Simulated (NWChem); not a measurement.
# the pair MgNH2Cl···N2O: a chain of runs

We compute the energy (singlet MgN3H2ClO, PBE/def2-SVP), then the energy (singlet MgNH2Cl, PBE/def2-SVP), then the energy (singlet N2O, PBE/def2-SVP), then the energy (singlet MgNH2Cl, PBE/def2-SVP), then a single-point energy (singlet N2O, PBE/def2-SVP) of ClH2MgN3O and its partners. 

The results are computed with NWChem 7.3.0.

## 1. The system as given

MgN3H2ClO has 8 atoms, charge 0, and is taken as a singlet. The two molecules were placed rigidly side by side, at 0.8 times their contact distance; the pair isn't optimised.

Bond lengths: N1–Mg2 1.874 Å, Mg2–Cl3 2.184 Å, N6–N7 1.118 Å, N7–O8 1.174 Å, N1–H4 1.009 Å, N1–H5 1.009 Å. Angles: N1–Mg2–Cl3 180.0°, N6–N7–O8 180.0°, Mg2–N1–H4 126.3°, Mg2–N1–H5 126.3°, H4–N1–H5 107.3°.

## 2. The energy at PBE/def2-SVP (run 1)

Contents of mymol.nw:

```
start mymol
title "ClH2MgN3O PBE"
memory total 2200 mb

geometry noautosym nocenter noautoz
N       -0.627680       0.559320      -0.436320
Mg       0.614520      -0.547080       0.426280
Cl       2.062320      -1.836080       1.431580
H       -0.797680       1.533820      -0.239820
H       -1.251480       0.290020      -1.181720
N       -1.518270       3.366620       0.818950
N       -0.940970       4.173990       0.303890
O       -0.334700       5.022000      -0.236950
end

basis spherical bse
* library def2-SVP
end

dft
xc xpbe96 cpbe96
grid fine
convergence energy 1e-08
iterations 100
mulliken
print low
end

task dft energy
```

The run is started by

```bash
$ nwchem mymol.nw > mymol.out
```

The log of the run:

```text
[...]
 d= 0,ls=0.0,diis     1   -899.8278137142 -1.15D+03  3.21D-02  1.89D+00     1.5
[...]
 d= 0,ls=0.5,diis    39   -900.0351455208 -7.49D-09  1.05D-06  8.33D-09    47.1
         Total DFT energy =     -900.035145525587
      One electron energy =    -1742.606573495861
           Coulomb energy =      665.029311365044
    Exchange-Corr. energy =      -74.182531650336
 Nuclear repulsion energy =      251.724648255567
[...]
      Total Density - Mulliken Population Analysis
     ---------------------------------------------
    Atom       Charge   Shell Charges
 -----------   ------   -------------------------------------------------------
    1 N    7     7.49   1.99  0.97  0.49  2.42  1.60  0.01
    2 Mg  12    11.45   2.00  1.98  0.50 -0.02  5.97  0.40  0.29  0.32
    3 Cl  17    17.30   2.00  1.98  1.27  0.68  5.93  2.15  3.29  0.01
    4 H    1     0.90   0.71  0.14  0.05
    5 H    1     0.88   0.72  0.12  0.05
    6 N    7     7.28   1.99  1.10  0.91  2.24  1.00  0.05
    7 N    7     6.54   1.99  1.04  0.14  2.46  0.81  0.10
    8 O    8     8.16   1.99  1.13  0.73  2.79  1.49  0.03
[...]
```

Run time: 49 s. Hardware: 1 thread of Intel Xeon Platinum 8488C (Sapphire Rapids), shared host; peak memory 0.12 GiB.

## 3. MgNH2Cl: the energy at PBE/def2-SVP (run 2)

Contents of run.nw:

```
start run
title "ClH2MgN"
memory stack 880 mb heap 220 mb global 1100 mb

geometry units atomic noautosym nocenter noautoz
N  -1.18614329  1.05696162 -0.82452530
Mg  1.16127450 -1.03383137  0.80555245
Cl  3.89721998 -3.46968834  2.70529413
H  -1.50739674  2.89849972 -0.45319412
H  -2.36495445  0.54805837 -2.23312716
end

basis spherical bse
* library def2-SVP
end

dft
xc xpbe96 cpbe96
grid fine
convergence energy 1e-08
iterations 100
mulliken
print low
end

task dft energy
```

The run is started by

```bash
$ nwchem run.nw > run.out
```

The log of the run:

```text
[...]
 d= 0,ls=0.0,diis     1   -715.6114193427 -8.21D+02  2.67D-02  5.98D-01     0.7
[...]
 d= 0,ls=0.0,diis    10   -715.6850091561 -3.19D-09  3.97D-07  4.72D-10     4.8
         Total DFT energy =     -715.685009156132
      One electron energy =    -1200.205718472573
           Coulomb energy =      431.544315671468
    Exchange-Corr. energy =      -52.062719770923
 Nuclear repulsion energy =      105.039113415896
[...]
      Total Density - Mulliken Population Analysis
     ---------------------------------------------
    Atom       Charge   Shell Charges
 -----------   ------   -------------------------------------------------------
    1 N    7     7.49   1.99  0.97  0.50  2.42  1.60  0.01
    2 Mg  12    11.44   2.00  1.98  0.49 -0.02  5.97  0.40  0.29  0.32
    3 Cl  17    17.30   2.00  1.98  1.27  0.68  5.93  2.15  3.29  0.01
    4 H    1     0.88   0.71  0.12  0.05
    5 H    1     0.88   0.71  0.12  0.05
[...]
```

Wall time 5.4 s (1 thread of Intel Xeon Platinum 8488C (Sapphire Rapids), shared host); peak memory 0.11 GiB.

## 4. N2O: the energy at PBE/def2-SVP (run 3)

Contents of n2o.nw:

```
start n2o
title "N2O"
memory total 2200 mb
charge 0
geometry units angstroms noautosym nocenter noautoz
   N    -1.518270    3.366620    0.818950
   N    -0.940970    4.173990    0.303890
   O    -0.334700    5.022000   -0.236950
end
basis spherical bse
   * library def2-SVP
end
dft
   xc xpbe96 cpbe96
   grid fine
   convergence energy 1e-08
   iterations 100
   mulliken
   noprint "final vectors analysis"
end
task dft
```

The run is started by

```bash
$ nwchem n2o.nw > n2o.out
```

The log of the run:

```text
[...]
          Wavefunction type:  closed shell.
          No. of atoms     :     3
          No. of electrons :    22
[...]
          Charge           :     0
          Spin multiplicity:     1
[...]
          AO basis - number of functions:    42
[...]
              XC Information
              --------------
          PerdewBurkeErnzerhof Exchange Functional  1.000
            Perdew 1991 LDA Correlation Functional  1.000 local
           PerdewBurkeErnz. Correlation Functional  1.000 non-local
[...]
 d= 0,ls=0.0,diis     1   -184.2230893403 -2.46D+02  3.63D-02  1.25D+00     0.2
[...]
 d= 0,ls=0.0,diis    10   -184.3502241971 -1.30D-09  1.44D-06  2.14D-08     1.4
         Total DFT energy =     -184.350224197144
      One electron energy =     -371.925341503939
           Coulomb energy =      148.345884606780
    Exchange-Corr. energy =      -22.118519848153
 Nuclear repulsion energy =       61.347752548168
[...]
      Total Density - Mulliken Population Analysis
     ---------------------------------------------
    Atom       Charge   Shell Charges
 -----------   ------   -------------------------------------------------------
    1 N    7     7.29   1.99  1.10  0.93  2.23  1.00  0.05
    2 N    7     6.54   1.99  1.04  0.15  2.46  0.81  0.10
    3 O    8     8.17   1.99  1.13  0.73  2.80  1.50  0.03
[...]
```

Run time: 2 s. Hardware: 1 thread of Intel Xeon Platinum 8488C (Sapphire Rapids), shared host; peak memory 0.11 GiB.

## 5. MgNH2Cl among ghost functions: the energy at PBE/def2-SVP (with ghost functions) (run 4)

Contents of clh2mgn.nw:

```
start clh2mgn
title "ClH2MgN"
memory 2200 mb

geometry units angstrom noautosym nocenter noautoz
N       -0.627680       0.559320      -0.436320
Mg       0.614520      -0.547080       0.426280
Cl       2.062320      -1.836080       1.431580
H       -0.797680       1.533820      -0.239820
H       -1.251480       0.290020      -1.181720
bqN     -1.518270     3.366620     0.818950
bqN     -0.940970     4.173990     0.303890
bqO     -0.334700     5.022000    -0.236950
end

basis "ao basis" spherical bse
N library def2-SVP
Mg library def2-SVP
Cl library def2-SVP
H library def2-SVP
bqN library N def2-SVP
bqO library O def2-SVP
end

dft
xc xpbe96 cpbe96
grid fine
convergence energy 1e-08
maxiter 100
mulliken
print low
end

task dft energy
```

The run is started by

```bash
$ nwchem clh2mgn.nw > clh2mgn.out
```

The log of the run:

```text
[...]
 d= 0,ls=0.0,diis     1   -715.6118748265 -8.21D+02  1.57D-02  5.98D-01     1.4
[...]
 d= 0,ls=0.0,diis    10   -715.6854381940 -3.19D-09  2.34D-07  4.74D-10    11.7
         Total DFT energy =     -715.685438193980
      One electron energy =    -1200.198847254503
           Coulomb energy =      431.536487503701
    Exchange-Corr. energy =      -52.062199398038
 Nuclear repulsion energy =      105.039120954860
[...]
      Total Density - Mulliken Population Analysis
     ---------------------------------------------
    Atom       Charge   Shell Charges
 -----------   ------   -------------------------------------------------------
    1 N    7     7.49   1.99  0.97  0.50  2.42  1.61  0.01
    2 Mg  12    11.44   2.00  1.98  0.49 -0.02  5.97  0.40  0.29  0.32
    3 Cl  17    17.30   2.00  1.98  1.27  0.68  5.93  2.15  3.29  0.01
    4 H    1     0.88   0.71  0.12  0.05
    5 H    1     0.88   0.72  0.12  0.05
    6 X    0     0.00   0.00 -0.00 -0.00 -0.00  0.00  0.00
    7 X    0     0.00   0.00 -0.00  0.00 -0.00  0.00 -0.00
    8 X    0     0.00  -0.00  0.00  0.00  0.00 -0.00 -0.00
[...]
```

Wall time 12 s (1 thread of Intel Xeon Platinum 8488C (Sapphire Rapids), shared host); peak memory 0.12 GiB.

## 6. N2O among ghost functions: the energy at PBE/def2-SVP (with ghost functions) (run 5)

Contents of n2o.nw:

```
START n2o
TITLE "N2O PBE"
memory stack 880 mb heap 220 mb global 1100 mb
charge 0

GEOMETRY units angstrom noautosym nocenter noautoz
 N       -1.518270       3.366620       0.818950
 N       -0.940970       4.173990       0.303890
 O       -0.334700       5.022000      -0.236950
 bqN     -0.627680     0.559320    -0.436320
 bqMg     0.614520    -0.547080     0.426280
 bqCl     2.062320    -1.836080     1.431580
 bqH     -0.797680     1.533820    -0.239820
 bqH     -1.251480     0.290020    -1.181720
END

BASIS spherical bse
 N library def2-SVP
 O library def2-SVP
 bqN library N def2-SVP
 bqMg library Mg def2-SVP
 bqCl library Cl def2-SVP
 bqH library H def2-SVP
END

DFT
 xc xpbe96 cpbe96
 grid fine
 convergence energy 1e-08
 iterations 100
 mulliken
 print low
END

TASK dft energy
```

The run is started by

```bash
$ nwchem n2o.nw > n2o.out
```

The log of the run:

```text
[...]
 d= 0,ls=0.0,diis     1   -184.2235108867 -2.46D+02  1.47D-02  1.25D+00     1.3
[...]
 d= 0,ls=0.0,diis    10   -184.3511216838 -1.73D-09  5.91D-07  2.20D-08    11.1
         Total DFT energy =     -184.351121683801
      One electron energy =     -371.892284917581
           Coulomb energy =      148.308230421493
    Exchange-Corr. energy =      -22.114819735881
 Nuclear repulsion energy =       61.347752548168
[...]
      Total Density - Mulliken Population Analysis
     ---------------------------------------------
    Atom       Charge   Shell Charges
 -----------   ------   -------------------------------------------------------
    1 N    7     7.26   1.99  1.10  0.89  2.24  1.00  0.05
    2 N    7     6.55   1.99  1.04  0.15  2.46  0.82  0.10
    3 O    8     8.17   1.99  1.13  0.73  2.79  1.50  0.03
    4 X    0    -0.00   0.00  0.00 -0.00 -0.00 -0.00 -0.00
    5 X    0     0.01   0.00  0.00 -0.00  0.00 -0.00 -0.00  0.00  0.00
    6 X    0     0.00  -0.00 -0.00 -0.00 -0.00 -0.00 -0.00  0.00 -0.00
    7 X    0     0.01   0.00  0.01 -0.00
    8 X    0    -0.00  -0.00 -0.00 -0.00
[...]
```

Wall time 12 s (1 thread of Intel Xeon Platinum 8488C (Sapphire Rapids), shared host); peak memory 0.12 GiB.

## 7. Outcome

```
                                                                                                                  quantity          value
                                                                                         run 1, PBE/def2-SVP: total energy  -900.03515 Eh
                                                                                                     MgNH2Cl: total energy  -715.68501 Eh
                                                                                                         N2O: total energy  -184.35022 Eh
                                                                                                        N2O: dipole moment         0.20 D
                                                                               MgNH2Cl among ghost functions: total energy  -715.68544 Eh
                                                                                   N2O among ghost functions: total energy  -184.35112 Eh
              interaction energy of the rigid parts MgNH2Cl and N2O (parts in their own basis; closest atoms 2.24 Å apart)       0.002 eV
interaction energy of the rigid parts MgNH2Cl and N2O (parts in the whole basis, counterpoise; closest atoms 2.24 Å apart)       0.038 eV
```

**Reading.** The interaction energy of the rigid parts MgNH2Cl and N2O (parts in their own basis; closest atoms 2.24 Å apart) is 0.00 eV (0.1 kcal/mol). Without counterpoise this holds the superposition error of the basis. The interaction energy of the rigid parts MgNH2Cl and N2O (parts in the whole basis, counterpoise; closest atoms 2.24 Å apart) is 0.04 eV (3.7 kJ/mol): the parts repel at this shape. The basis-set superposition error is 3.5 kJ/mol. Mulliken charges (run 1, PBE/def2-SVP) run from -0.49 on N1 to +0.55 on Mg2; they depend strongly on the basis. Mulliken charges (MgNH2Cl) run from -0.49 on N1 to +0.56 on Mg2; they depend strongly on the basis. Mulliken charges (N2O) run from -0.29 on N1 to +0.46 on N2; they depend strongly on the basis.
